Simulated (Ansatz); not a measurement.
# CH3Br (triplet): from Hartree-Fock to the top rungs at distance Br1–H2 along a hydrogen transfer = 1.892 Å, cc-pVDZ

Aim: climb from Hartree-Fock through coupled cluster and multireference methods for CH3Br (triplet) at one geometry and basis, and see what each rung misses.

Program: Ansatz 0.2.0, Gaussian basis. Level of theory: cc-pVDZ, core rule «outside noble gas», up to 15 orbitals frozen. These are calculated values, not measurements.

Plan: UHF; CCSD(T) on ROHF; CCSD(T) on UHF; BCCD(T) on ROHF; CISD; CCSDT(Q) on ROHF; CCSDT(Q) on UHF; CASSCF and MRCISD+Q, 4 electrons in 4 orbitals; CASSCF and NEVPT2, 4 electrons in 4 orbitals; CASSCF and MRCISD+Q, 14 electrons in 11 orbitals; CASSCF and NEVPT2, 14 electrons in 11 orbitals.

8 further runs of the same task are left out: 1 for a mislabelled method, 7 that didn't finish.

## 1. The geometry

The geometry derives from fragments relaxed apart (PBE0/def2-TZVP) and kept rigid, so it is no stationary point. A hydrogen atom is moved between rigid fragments. No spin-orbit coupling is included. The filled d shell of Br may be among the frozen orbitals whatever the setting's name suggests; the logs give the count.

5 atoms, charge 0, spin multiplicity 3.

Atoms are counted from 1 here; the program's logs count them from 0.

Bond lengths: H2–C3 1.278 Å, C3–H4 1.079 Å, C3–H5 1.079 Å. Angles: H2–C3–H4 112.6°, H2–C3–H5 112.6°, H4–C3–H5 134.8°.

## 2. UHF

Contents of in.yaml:

```yaml
crystal:
  periodic: [false, false, false]
  atoms:
    - {symbol: Br, position_ang: [-0.497235, 0.000000, 0.000000]}
    - {symbol: H, position_ang: [1.394765, 0.000000, 0.000000]}
    - {symbol: C, position_ang: [2.672765, 0.000000, 0.000000]}
    - {symbol: H, position_ang: [3.087233, 0.000000, 0.996161]}
    - {symbol: H, position_ang: [3.087233, 0.000000, -0.996161]}
basis:
  gaussian: {orbitals: cc-pVDZ}
magnetization: {spin_polarized: true, initial_magnetization: 2}
hamiltonian: {xc: hf}
output: {orbitals: {seedname: orbitals}}
```

Command:

```sh
ansatz run in.yaml --threads 1 --pin off --events-out ev --progress --plain --max-ram 2393MiB
```

Further steps of the session: CCSD(T) on ROHF; CCSD(T) on UHF; BCCD(T) on ROHF; CISD; CCSDT(Q) on ROHF; CCSDT(Q) on UHF; CASSCF and MRCISD+Q, 4 electrons in 4 orbitals; CASSCF and NEVPT2, 4 electrons in 4 orbitals; CASSCF and MRCISD+Q, 14 electrons in 11 orbitals; CASSCF and NEVPT2, 14 electrons in 11 orbitals.

Before running them: what should the planned runs give, taken together? Wanted: UCCSDT(Q) below the RHF energy; RMP2 from UCCSDT(Q); UMP2 from UCCSDT(Q); RCCSD from UCCSDT(Q); RCCSD(T) from UCCSDT(Q); UCCSD(T) from UCCSDT(Q); RCCSDT(Q) from UCCSDT(Q); NEVPT2 pair from UCCSDT(Q); MRCISD+Q pair from UCCSDT(Q).

As calculated:

```
                         quantity                                                                     value
   UCCSDT(Q) below the RHF energy                                                                -7.7494 eV
              RMP2 from UCCSDT(Q)                                                               +1148.4 meV
              UMP2 from UCCSDT(Q)                                                               +1178.4 meV
             RCCSD from UCCSDT(Q)                                                                +169.1 meV
          RCCSD(T) from UCCSDT(Q)                                                                 +31.3 meV
          UCCSD(T) from UCCSDT(Q)                                                                 +30.4 meV
         RCCSDT(Q) from UCCSDT(Q)                                                                  +2.1 meV
       NEVPT2 pair from UCCSDT(Q)                                                               +1094.8 meV
     MRCISD+Q pair from UCCSDT(Q)                                                                 +54.7 meV
    NEVPT2 valence from UCCSDT(Q)                                                               +1342.7 meV
levels within 1 kcal/mol (43 meV)  RCCSD(T), UCCSD(T), BCCD(T), RCCSDT, UCCSDT, RCCSDT(Q), MRCISD+Q valence
                    T1 diagnostic                                                                     0.022
   effectively unpaired electrons                                                                      2.02
```

In words: RCCSD(T) misses by +31.3 meV, 0.4 % of the correlation energy. One determinant dominates. Of the multireference levels listed MRCISD+Q valence comes nearest in total energy (+26.7 meV), which doesn't show that its space is the better one. These misses are within one basis, not against nature; the frozen cores of restricted and unrestricted runs differ, which can shift their rows.
